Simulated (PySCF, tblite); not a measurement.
**C2H8Ga2O3, a small molecule taken as a stand-in for a surface group (gallium hydroxide): NMR shifts, core binding energies and electronic excitations**

What NMR shifts, core binding energies and electronic excitations should one expect for `[CH3][Ga]([CH3])[O][Ga]([OH])[OH]`?

Computed with tblite 0.8.0 and PySCF 2.14.0; each step states its level. No surroundings beyond the atoms listed, unless a continuum is named. Atoms count from 0, parts from 1.

### 1 Starting point

15 atoms, charge 0, multiplicity 1; geometry: distance geometry start.

### 2 Relaxing the cluster with GFN2-xTB

What the job is given:

```
{"job": {"kind": "relax", "xc": "GFN2-xTB", "basis": "xTB"}, "charge": 0, "multiplicity": 1}
O     -1.526933     0.900702    -1.114510
Ga    -0.720831     1.059805     0.562552
O     -1.679970     1.921468     1.902195
O      0.292357    -0.454693     1.136900
Ga     0.446756    -2.058185     0.156494
C      0.967992    -1.884987    -1.720985
C     -0.898979    -3.436364     0.552614
H     -1.787180     0.082498    -1.551558
H     -1.843621     1.598930     2.789181
H      0.247588    -2.303529    -2.321429
H      1.095056    -0.874899    -1.931998
H      1.870474    -2.392443    -1.873965
H     -1.820941    -3.042352     0.316616
H     -0.849302    -3.670737     1.549854
H     -0.718931    -4.282761    -0.041038
```

Method: GFN2-xTB geometry optimisation, gas phase.

Command:

```sh
OMP_NUM_THREADS=1 python cluster_run.py task.json out
```

This one command runs all jobs of the session in turn.

Standard output:

```text
step      E/eV     max force
  0    -625.95582    2.589
  1    -626.37355    1.739
  2    -626.64546    1.339
  3    -626.81531    0.896
  4    -626.91310    0.821
  5    -626.99591    0.757
  6    -627.03308    0.485
  7    -627.05609    0.332
  8    -627.07904    0.278
  9    -627.09112    0.247
 10    -627.10197    0.343
 11    -627.11252    0.305
 12    -627.12405    0.311
 13    -627.13858    0.320
 14    -627.15481    0.309
 15    -627.17016    0.389
 16    -627.18439    0.317
 17    -627.19926    0.334
 18    -627.21711    0.379
 19    -627.23928    0.442
 20    -627.26530    0.548
 21    -627.26629    1.220
 22    -627.29910    0.822
 23    -627.31631    0.518
 24    -627.34154    0.451
 25    -627.35460    0.407
 26    -627.36057    0.259
 27    -627.36474    0.224
 28    -627.36945    0.283
 29    -627.37570    0.191
 30    -627.38258    0.165
 31    -627.38599    0.153
 32    -627.38785    0.147
 33    -627.39128    0.148
 34    -627.39630    0.157
 35    -627.40274    0.162
 36    -627.40841    0.197
 37    -627.41346    0.237
 38    -627.42038    0.261
 39    -627.43272    0.328
 40    -627.45182    0.306
 41    -627.46435    0.707
 42    -627.47845    0.247
 43    -627.48592    0.177
 44    -627.49358    0.420
 45    -627.50039    0.275
 46    -627.50759    0.253
 47    -627.51667    0.361
 48    -627.51977    0.138
 49    -627.52249    0.139
 50    -627.52638    0.207
 51    -627.52896    0.152
 52    -627.53328    0.135
 53    -627.53597    0.092
 54    -627.53778    0.107
 55    -627.53900    0.170
 56    -627.54013    0.115
 57    -627.54249    0.071
 58    -627.54366    0.054
 59    -627.54472    0.099
 60    -627.54536    0.118
 61    -627.54629    0.131
 62    -627.54796    0.123
 63    -627.54974    0.095
 64    -627.55088    0.069
 65    -627.55149    0.048
 66    -627.55187    0.045
 67    -627.55220    0.048
 68    -627.55259    0.052
 69    -627.55292    0.044
 70    -627.55321    0.045
 71    -627.55350    0.054
 72    -627.55384    0.055
 73    -627.55422    0.064
 74    -627.55459    0.065
 75    -627.55494    0.051
 76    -627.55531    0.053
 77    -627.55569    0.068
 78    -627.55602    0.057
 79    -627.55623    0.040
 80    -627.55635    0.027
 81    -627.55644    0.029
 82    -627.55654    0.032
 83    -627.55665    0.040
 84    -627.55677    0.039
 85    -627.55690    0.032
 86    -627.55705    0.028
 87    -627.55727    0.053
 88    -627.55759    0.078
 89    -627.55801    0.100
 90    -627.55848    0.087
 91    -627.55893    0.078
 92    -627.55925    0.040
 93    -627.55951    0.035
 94    -627.55980    0.043
 95    -627.56015    0.043
 96    -627.56043    0.044
 97    -627.56066    0.037
 98    -627.56086    0.035
 99    -627.56107    0.033
100    -627.56129    0.036
101    -627.56145    0.027
102    -627.56156    0.027
103    -627.56165    0.023
104    -627.56174    0.024
105    -627.56182    0.023
106    -627.56190    0.020
107    -627.56198    0.020
108    -627.56207    0.023
109    -627.56219    0.028
110    -627.56235    0.030
111    -627.56252    0.040
112    -627.56272    0.041
113    -627.56295    0.038
114    -627.56320    0.039
115    -627.56342    0.038
116    -627.56356    0.033
117    -627.56366    0.029
118    -627.56376    0.028
119    -627.56389    0.035
120    -627.56403    0.030
121    -627.56417    0.026
122    -627.56427    0.029
123    -627.56437    0.021
124    -627.56444    0.023
125    -627.56451    0.021
126    -627.56458    0.028
127    -627.56466    0.023
128    -627.56475    0.027
129    -627.56486    0.032
130    -627.56504    0.051
131    -627.56531    0.076
132    -627.56562    0.074
133    -627.56585    0.041
134    -627.56596    0.021
135    -627.56602    0.018
136    -627.56607    0.025
137    -627.56612    0.018
138    -627.56616    0.010
139    -627.56617    0.007
```

Run time: 3.4 s. Hardware: 1 thread of Arm Neoverse N1, shared host.

Along the way:

| step | energy from step 0 (eV) | largest force (eV/Å) |
| --- | --- | --- |
| 0 | 0.0000 | 2.5894 |
| 5 | -1.0401 | 0.7564 |
| 10 | -1.1462 | 0.3436 |
| 15 | -1.2143 | 0.3892 |
| 20 | -1.3095 | 0.5479 |
| 25 | -1.3988 | 0.4067 |
| 30 | -1.4268 | 0.1653 |
| 35 | -1.4469 | 0.1620 |
| 40 | -1.4960 | 0.3063 |
| 45 | -1.5446 | 0.2745 |
| 50 | -1.5706 | 0.2075 |
| 55 | -1.5832 | 0.1705 |
| 60 | -1.5895 | 0.1181 |
| 65 | -1.5957 | 0.0487 |
| 70 | -1.5974 | 0.0453 |
| 75 | -1.5991 | 0.0511 |
| 80 | -1.6005 | 0.0267 |
| 85 | -1.6011 | 0.0320 |
| 90 | -1.6027 | 0.0873 |
| 95 | -1.6043 | 0.0431 |
| 100 | -1.6055 | 0.0359 |
| 105 | -1.6060 | 0.0227 |
| 110 | -1.6065 | 0.0302 |
| 115 | -1.6076 | 0.0383 |
| 120 | -1.6082 | 0.0304 |
| 125 | -1.6087 | 0.0203 |
| 130 | -1.6092 | 0.0513 |
| 135 | -1.6102 | 0.0182 |
| 139 | -1.6104 | 0.0073 |

Distances of close pairs at the start and the end, largest changes first:

| bond | before (Å) | after (Å) | change (Å) |
| --- | --- | --- | --- |
| Ga1–O3 | 1.911 | 1.741 | -0.169 |
| O0–Ga1 | 1.868 | 1.736 | -0.132 |
| Ga1–O2 | 1.859 | 1.736 | -0.123 |
| O3–Ga4 | 1.886 | 1.771 | -0.114 |
| Ga4–C5 | 1.956 | 2.046 | +0.090 |
| Ga4–C6 | 1.967 | 2.045 | +0.079 |
| C6–H13 | 1.026 | 1.092 | +0.066 |
| C5–H9 | 1.027 | 1.092 | +0.065 |

### 3 Relaxing the molecule at PBE0-D3(BJ)/def2-SVP

What the job is given:

```
{"job": {"xc": "PBE0", "basis": "def2-SVP", "d3": "d3bj", "grid": 2, "kind": "geom", "shake": 0.01}, "charge": 0, "multiplicity": 1}
O     -1.660060     3.196922    -0.748585
Ga    -0.989777     2.225944     0.487798
O     -1.038895     2.861837     2.097376
O     -0.252637     0.676881     0.134406
Ga     0.412038    -0.921972    -0.217156
C      1.812307    -0.802593    -1.696170
C     -0.406313    -2.346850     0.997387
H     -1.626924     2.909562    -1.660317
H     -0.685473     2.313706     2.829708
H      1.342428    -0.962470    -2.656800
H      2.267682     0.179075    -1.670358
H      2.588208    -1.569520    -1.548295
H     -1.530720    -2.232843     0.959847
H     -0.101219    -2.195590     2.034308
H     -0.141569    -3.357461     0.671520
```

Standard output:

```text
step   0  E = -4154.96060141  max force = 0.037675
step   1  E = -4154.96944961  max force = 0.009084
step   2  E = -4154.97038765  max force = 0.002190
step   3  E = -4154.97053578  max force = 0.001283
step   4  E = -4154.97060841  max force = 0.000574
step   5  E = -4154.97062266  max force = 0.000416
optimisation converged
```

Wall time 4 min (1 thread of Arm Neoverse N1, shared host); peak memory 0.88 GiB.

Step by step:

| step | energy from step 0 (eV) | largest force component (eV/Å) |
| --- | --- | --- |
| 0 | 0.0000 | 1.9373 |
| 1 | -0.2408 | 0.4671 |
| 2 | -0.2663 | 0.1126 |
| 3 | -0.2703 | 0.0660 |
| 4 | -0.2723 | 0.0295 |
| 5 | -0.2727 | 0.0214 |

Distances of close pairs at the start and the end, largest changes first:

| bond | before (Å) | after (Å) | change (Å) |
| --- | --- | --- | --- |
| Ga4–C6 | 2.043 | 1.961 | -0.082 |
| Ga4–C5 | 2.040 | 1.960 | -0.080 |
| O0–Ga1 | 1.709 | 1.776 | +0.067 |
| Ga1–O2 | 1.731 | 1.776 | +0.045 |
| C6–H12 | 1.131 | 1.101 | -0.030 |
| C5–H9 | 1.081 | 1.103 | +0.021 |
| O3–Ga4 | 1.767 | 1.786 | +0.019 |
| O2–H8 | 0.981 | 0.962 | -0.018 |

The final coordinates are the input of the step that follows.

| at the end point | value |
| --- | --- |
| point group (found at 0.08 Å tolerance) | C1 |
| rotational constants (GHz, main isotopes) | 2.644, 0.546, 0.490 |
| dipole moment (D) | 4.09 |

### 4 Shielding tensors: PBE0/pcSseg-1

What the job is given:

```
{"job": {"kind": "nmr", "xc": "PBE0", "basis": "pcSseg-1"}, "charge": 0, "multiplicity": 1}
O     -1.776921     3.283755    -0.754271
Ga    -1.020922     2.294925     0.512540
O     -1.056331     2.954888     2.161062
O     -0.275097     0.748355     0.153653
Ga     0.407534    -0.864598    -0.196949
C      1.788642    -0.892281    -1.588001
C     -0.356397    -2.318534     0.874632
H     -1.697018     2.875986    -1.622542
H     -0.642575     2.360671     2.795162
H      1.315538    -1.057820    -2.570167
H      2.318099     0.070663    -1.631671
H      2.518925    -1.700010    -1.431273
H     -1.455682    -2.264622     0.862195
H     -0.035822    -2.203103     1.922823
H     -0.042859    -3.313528     0.527518
```

Level: GIAO PBE0/pcSseg-1 NMR shielding, non-relativistic, gas phase.

Standard output:

```text
coarse grid: 60512 points
cycle   1  E = -4154.7733394560  dE = -5.265e-01  |g| = 1.942e+00  |ddm| = 3.905e+00
cycle   2  E = -4153.7229848407  dE =  1.050e+00  |g| = 3.056e+00  |ddm| = 2.703e+00
cycle   3  E = -4155.2194478508  dE = -1.496e+00  |g| = 4.698e-01  |ddm| = 2.001e+00
cycle   4  E = -4155.2558599725  dE = -3.641e-02  |g| = 1.727e-01  |ddm| = 3.452e-01
cycle   5  E = -4155.2597760744  dE = -3.916e-03  |g| = 7.549e-02  |ddm| = 1.311e-01
cycle   6  E = -4155.2607890371  dE = -1.013e-03  |g| = 9.540e-03  |ddm| = 4.494e-02
cycle   7  E = -4155.2608013365  dE = -1.230e-05  |g| = 3.520e-03  |ddm| = 8.115e-03
cycle   8  E = -4155.2608025452  dE = -1.209e-06  |g| = 9.310e-04  |ddm| = 2.161e-03
final grid: 125600 points
cycle   9  E = -4155.2607243249  dE =  4.180e-08  |g| = 1.203e-03  |ddm| = 1.453e-03
cycle  10  E = -4155.2607240742  dE =  2.507e-07  |g| = 1.736e-03  |ddm| = 1.586e-03
cycle  11  E = -4155.2607245069  dE = -4.327e-07  |g| = 3.049e-04  |ddm| = 1.007e-03
cycle  12  E = -4155.2607245226  dE = -1.563e-08  |g| = 2.238e-05  |ddm| = 1.695e-04
cycle  13  E = -4155.2607245227  dE = -9.004e-11  |g| = 9.828e-06  |ddm| = 1.992e-05
converged SCF energy = -4155.2607245227

GIAO shielding tensors (ppm)
atom      isotropic    diamagn.    paramagn.     s11        s22        s33       span
  0 O      306.018     395.563     -89.546    274.575    305.922    337.557     62.982
  1 Ga    1504.460    2644.003   -1139.543   1253.440   1594.999   1664.942    411.502
  2 O      305.950     395.523     -89.573    274.213    306.099    337.538     63.325
  3 O      217.169     411.998    -194.830    137.720    227.742    286.044    148.323
  4 Ga    1236.429    2641.633   -1405.204    976.392   1117.327   1615.569    639.177
  5 C      187.533     254.618     -67.084    179.178    183.858    199.565     20.386
  6 C      188.062     254.613     -66.551    181.123    184.914    198.150     17.026
  7 H       30.256      34.878      -4.622     21.154     26.007     43.607     22.452
  8 H       30.243      34.877      -4.635     21.146     25.987     43.596     22.450
  9 H       31.223      30.264       0.959     26.734     28.168     38.767     12.033
 10 H       31.249      31.520      -0.271     25.780     29.369     38.599     12.818
 11 H       31.176      29.409       1.767     26.118     28.310     39.098     12.980
 12 H       31.267      31.371      -0.104     26.066     29.107     38.628     12.562
 13 H       31.279      30.902       0.377     26.424     28.717     38.694     12.270
 14 H       31.231      29.434       1.798     25.973     28.450     39.271     13.298
```

It took 70 s on 1 thread of Arm Neoverse N1, shared host; peak memory 1.1 GiB.

Shifts follow as δ = σ(reference) − σ, with reference shieldings (ppm) from runs at the same level and on the same kind of geometry: $^{1}$H TMS 31.27, $^{13}$C TMS 184.4, $^{17}$O H2O 334.6, $^{71}$Ga GaH4- 1710. The references are single molecules in the gas phase, so shifts against H2O, NH3, PH3, H3PO4 or CFCl3 are not on the usual liquid scales and can be off by tens of ppm. Shifts against hydride references such as AlH4− lie on their own scale.

| atoms | environment | σ (ppm) | δ (ppm) |
| --- | --- | --- | --- |
| C5 | carbon bonded to Ga, 3 H | 187.5 | -3.1 |
| C6 | carbon bonded to Ga, 3 H | 188.1 | -3.7 |
| H8 | hydrogen on an oxygen bonded to Ga | 30.24 | 1.02 |
| H7 | hydrogen on an oxygen bonded to Ga | 30.26 | 1.01 |
| H11 | hydrogen on a carbon bonded to Ga | 31.18 | 0.09 |
| H9 | hydrogen on a carbon bonded to Ga | 31.22 | 0.04 |
| H14 | hydrogen on a carbon bonded to Ga | 31.23 | 0.04 |
| H10 | hydrogen on a carbon bonded to Ga | 31.25 | 0.02 |
| H12 | hydrogen on a carbon bonded to Ga | 31.27 | 0.00 |
| H13 | hydrogen on a carbon bonded to Ga | 31.28 | -0.01 |
| O3 | oxygen bonded to 2 Ga | 217.2 | 117.4 |
| O2 | oxygen bonded to Ga, H | 305.9 | 28.6 |
| O0 | oxygen bonded to Ga, H | 306.0 | 28.5 |
| Ga4 | Ga bonded to 2 C, O | 1236 | 474 |
| Ga1 | Ga bonded to 3 O | 1504 | 206 |

The run also stored atomic charges by several schemes (e):

| atoms | Mulliken | IAO | Hirshfeld | ESP fit |
| --- | --- | --- | --- | --- |
| O0 | -0.62 | -0.75 | -0.37 | -0.75 |
| Ga1 | 1.21 | 1.18 | 0.63 | 1.20 |
| O2 | -0.62 | -0.75 | -0.37 | -0.75 |
| O3 | -0.97 | -0.81 | -0.46 | -0.99 |
| Ga4 | 1.03 | 0.99 | 0.54 | 1.19 |
| C5 | -0.68 | -0.74 | -0.24 | -0.94 |
| C6 | -0.68 | -0.74 | -0.25 | -0.98 |

Mayer bond orders: O0–Ga1 0.97, Ga1–O2 0.97, Ga1–O3 0.83, O3–Ga4 0.79, Ga4–C5 0.91, Ga4–C6 0.91.

### 5 Core holes by ΔSCF: SCAN, X2C

The job, as its differences from that of step 4:

```diff
@@ -1,2 +1,2 @@
-{"job": {"kind": "nmr", "xc": "PBE0", "basis": "pcSseg-1"}, "charge": 0, "multiplicity": 1}
+{"job": {"kind": "xps", "holes": 5}, "charge": 0, "multiplicity": 1}
 O     -1.776921     3.283755    -0.754271
```

Level: delta-SCF UKS SCAN, pcX-2 on the ionised atom, pcseg-1 elsewhere, spin-free X2C.

Standard output:

```text
ground state, core basis on atom 0 (O), 195 functions
  cycle   1  E = -4185.83836390  |g| = 1.45e+00
  cycle   2  E = -4184.10520035  |g| = 3.12e+00
  cycle   3  E = -4186.20643848  |g| = 4.70e-01
  cycle   4  E = -4186.24864944  |g| = 2.30e-01
  cycle   5  E = -4186.25612716  |g| = 1.37e-01
  cycle   6  E = -4186.26011449  |g| = 1.64e-02
  cycle   7  E = -4186.26013375  |g| = 1.48e-02
  cycle   8  E = -4186.26017446  |g| = 3.45e-03
  cycle   9  E = -4186.26017892  |g| = 6.77e-04
  cycle  10  E = -4186.26017387  |g| = 1.38e-04
  E(ground) = -4186.78620610 Eh
hole in O 1s of atom 0
  cycle   1  E = -4165.66696681  |g| = 2.22e+00
  cycle   2  E = -4163.52823871  |g| = 2.59e+00
  cycle   3  E = -4166.18170403  |g| = 7.67e-01
  cycle   4  E = -4166.38895718  |g| = 4.96e-01
  cycle   5  E = -4166.46204443  |g| = 2.86e-01
  cycle   6  E = -4166.49147105  |g| = 9.62e-02
  cycle   7  E = -4166.49467989  |g| = 4.60e-02
  cycle   8  E = -4166.49547320  |g| = 1.49e-02
  cycle   9  E = -4166.49557797  |g| = 3.04e-03
  cycle  10  E = -4166.49558334  |g| = 9.45e-04
  cycle  11  E = -4166.49558220  |g| = 4.50e-04
  E(ion) = -4167.02315856 Eh   <S^2> = 0.7629   hole on atom = 1.000   binding energy = 537.780 eV
ground state, core basis on atom 2 (O), 195 functions
  cycle   1  E = -4186.25707093  |g| = 1.28e-01
  cycle   2  E = -4186.25081249  |g| = 2.01e-01
  cycle   3  E = -4186.25826625  |g| = 4.57e-02
  cycle   4  E = -4186.25863821  |g| = 1.29e-02
  cycle   5  E = -4186.25866805  |g| = 3.04e-03
  cycle   6  E = -4186.25866734  |g| = 5.70e-04
  cycle   7  E = -4186.25866940  |g| = 3.27e-04
  E(ground) = -4186.78627962 Eh
hole in O 1s of atom 2
  cycle   1  E = -4165.66500995  |g| = 2.22e+00
  cycle   2  E = -4163.53122982  |g| = 2.59e+00
  cycle   3  E = -4166.17944596  |g| = 7.67e-01
  cycle   4  E = -4166.38820814  |g| = 4.93e-01
  cycle   5  E = -4166.46072327  |g| = 2.85e-01
  cycle   6  E = -4166.48970597  |g| = 9.62e-02
  cycle   7  E = -4166.49292454  |g| = 4.58e-02
  cycle   8  E = -4166.49371129  |g| = 1.51e-02
  cycle   9  E = -4166.49381445  |g| = 3.14e-03
  cycle  10  E = -4166.49381881  |g| = 1.02e-03
  cycle  11  E = -4166.49381989  |g| = 5.80e-04
  cycle  12  E = -4166.49381784  |g| = 2.17e-04
  E(ion) = -4167.02324759 Eh   <S^2> = 0.7629   hole on atom = 1.000   binding energy = 537.779 eV
ground state, core basis on atom 3 (O), 195 functions
  cycle   1  E = -4186.25722390  |g| = 1.48e-01
  cycle   2  E = -4186.24127082  |g| = 3.10e-01
  cycle   3  E = -4186.25938590  |g| = 4.97e-02
  cycle   4  E = -4186.25955276  |g| = 3.92e-02
  cycle   5  E = -4186.25984622  |g| = 2.43e-03
  cycle   6  E = -4186.25984933  |g| = 1.47e-03
  cycle   7  E = -4186.25984808  |g| = 2.43e-04
  E(ground) = -4186.78654881 Eh
hole in O 1s of atom 3
  cycle   1  E = -4165.68840793  |g| = 2.24e+00
  cycle   2  E = -4164.94042465  |g| = 2.38e+00
  cycle   3  E = -4166.35907171  |g| = 6.97e-01
  cycle   4  E = -4166.37375934  |g| = 6.61e-01
  cycle   5  E = -4166.54958921  |g| = 8.53e-02
  cycle   6  E = -4166.55201179  |g| = 4.06e-02
  cycle   7  E = -4166.55290576  |g| = 6.71e-03
  cycle   8  E = -4166.55292114  |g| = 3.24e-03
  cycle   9  E = -4166.55292261  |g| = 2.39e-03
  cycle  10  E = -4166.55292470  |g| = 4.86e-04
  E(ion) = -4167.08080764 Eh   <S^2> = 0.7648   hole on atom = 1.000   binding energy = 536.221 eV
ground state, core basis on atom 5 (C), 195 functions
  cycle   1  E = -4186.22530267  |g| = 1.44e-01
  cycle   2  E = -4186.20786267  |g| = 3.23e-01
  cycle   3  E = -4186.22851285  |g| = 2.83e-02
  cycle   4  E = -4186.22856870  |g| = 2.52e-02
  cycle   5  E = -4186.22869266  |g| = 3.08e-03
  cycle   6  E = -4186.22869284  |g| = 6.52e-04
  cycle   7  E = -4186.22869345  |g| = 1.54e-04
  E(ground) = -4186.75766416 Eh
hole in C 1s of atom 5
  cycle   1  E = -4174.99213572  |g| = 1.50e+00
  cycle   2  E = -4173.45694461  |g| = 2.05e+00
  cycle   3  E = -4175.37124602  |g| = 6.57e-01
  cycle   4  E = -4175.49842175  |g| = 4.31e-01
  cycle   5  E = -4175.56430527  |g| = 1.26e-01
  cycle   6  E = -4175.56908805  |g| = 7.50e-02
  cycle   7  E = -4175.57123802  |g| = 2.50e-02
  cycle   8  E = -4175.57143327  |g| = 1.31e-02
  cycle   9  E = -4175.57151333  |g| = 5.38e-03
  cycle  10  E = -4175.57152718  |g| = 3.08e-03
  cycle  11  E = -4175.57153185  |g| = 1.26e-03
  cycle  12  E = -4175.57153278  |g| = 3.00e-04
  E(ion) = -4176.09926024 Eh   <S^2> = 0.7683   hole on atom = 1.000   binding energy = 290.030 eV
ground state, core basis on atom 6 (C), 195 functions
  cycle   1  E = -4186.22872448  |g| = 5.70e-02
  cycle   2  E = -4186.22863186  |g| = 2.48e-02
  cycle   3  E = -4186.22858740  |g| = 2.77e-02
  cycle   4  E = -4186.22880323  |g| = 1.35e-03
  cycle   5  E = -4186.22880385  |g| = 4.36e-04
  E(ground) = -4186.75770504 Eh
hole in C 1s of atom 6
  cycle   1  E = -4174.99282392  |g| = 1.50e+00
  cycle   2  E = -4173.46359334  |g| = 2.05e+00
  cycle   3  E = -4175.37208533  |g| = 6.57e-01
  cycle   4  E = -4175.49884188  |g| = 4.31e-01
  cycle   5  E = -4175.56469088  |g| = 1.25e-01
  cycle   6  E = -4175.56945880  |g| = 7.46e-02
  cycle   7  E = -4175.57159133  |g| = 2.47e-02
  cycle   8  E = -4175.57177952  |g| = 1.34e-02
  cycle   9  E = -4175.57186160  |g| = 5.40e-03
  cycle  10  E = -4175.57187737  |g| = 3.10e-03
  cycle  11  E = -4175.57188009  |g| = 1.24e-03
  cycle  12  E = -4175.57187985  |g| = 3.02e-04
  E(ion) = -4176.09941003 Eh   <S^2> = 0.7679   hole on atom = 1.000   binding energy = 290.027 eV
```

Wall time 1.8 min (1 thread of Arm Neoverse N1, shared host); peak memory 0.72 GiB.

Binding energies by hole, beside the orbital energy of the ground state; the difference holds orbital relaxation and, for a density functional, its self-interaction error:

| hole | stands for | environment | ΔSCF (eV) | −ε (eV) | ⟨S²⟩ |
| --- | --- | --- | --- | --- | --- |
| O1s on O0 | O0 | oxygen bonded to Ga, H | 537.78 | 516.3 | 0.763 |
| O1s on O2 | O2 | oxygen bonded to Ga, H | 537.78 | 516.4 | 0.763 |
| O1s on O3 | O3 | oxygen bonded to 2 Ga | 536.22 | 515.7 | 0.765 |
| C1s on C5 | C5 | carbon bonded to Ga, 3 H | 290.03 | 273.4 | 0.768 |
| C1s on C6 | C6 | carbon bonded to Ga, 3 H | 290.03 | 273.4 | 0.768 |

(Part 1 of 2 ends here.)
